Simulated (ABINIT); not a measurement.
## Y3F: single point with revPBE

The system is Y3F.

```
Y F
1.0
     4.81751    0.00000    0.00000
     0.00000    4.81751    0.00000
     0.00000    0.00000    4.81751
Y F
3 1
Cartesian
  0.0000 2.4088 2.4088
  2.4088 0.0000 2.4088
  2.4088 2.4088 0.0000
  0.0000 0.0000 0.0000
```

The cell was built by a generator and needn't be a form met in nature.

```yaml
Program: ABINIT 10.8.3 (patched build)
Task: single point
Functional: revPBE
Potentials_or_basis: Ansatz PAW PBE default generated set, frozen core
Cutoff: 435 eV
k_mesh: 4 × 4 × 4
Occupations: fermi-dirac, width 0.05 eV
Spin: no spin polarisation
```

```json
{
  "Pressure": "1.0 GPa",
  "Band gap on the k mesh": "none (metal or under the smearing width)",
  "Valence electrons inside the program's atomic spheres": "Y 8.88; F 6.58"
}
```

Levels at points of the mesh, in eV from the Fermi level:
| k point | band 18 | band 19 | band 20 | band 21 | band 22 | band 23 |
| --- | --- | --- | --- | --- | --- | --- |
| (0.00, 0.00, 0.00) | -1.50 | -0.78 | -0.78 | -0.49 | -0.49 | -0.49 |
| (0.50, 0.00, 0.00) | -1.11 | -0.28 | -0.13 | 0.61 | 0.93 | 0.93 |
| (0.50, 0.50, 0.00) | -0.59 | -0.59 | 0.27 | 0.56 | 0.90 | 0.90 |
| (0.50, 0.50, 0.50) | -1.47 | -1.47 | -0.45 | 1.06 | 1.46 | 1.46 |

Run time: 47 s on 1 thread of Intel(R) Xeon(R) Platinum 8488C (Sapphire Rapids), with other jobs on the host, peak memory 0.26 GiB.

Caveat: the PAW data sets were made with another functional, which shifts forces and pressure a little.
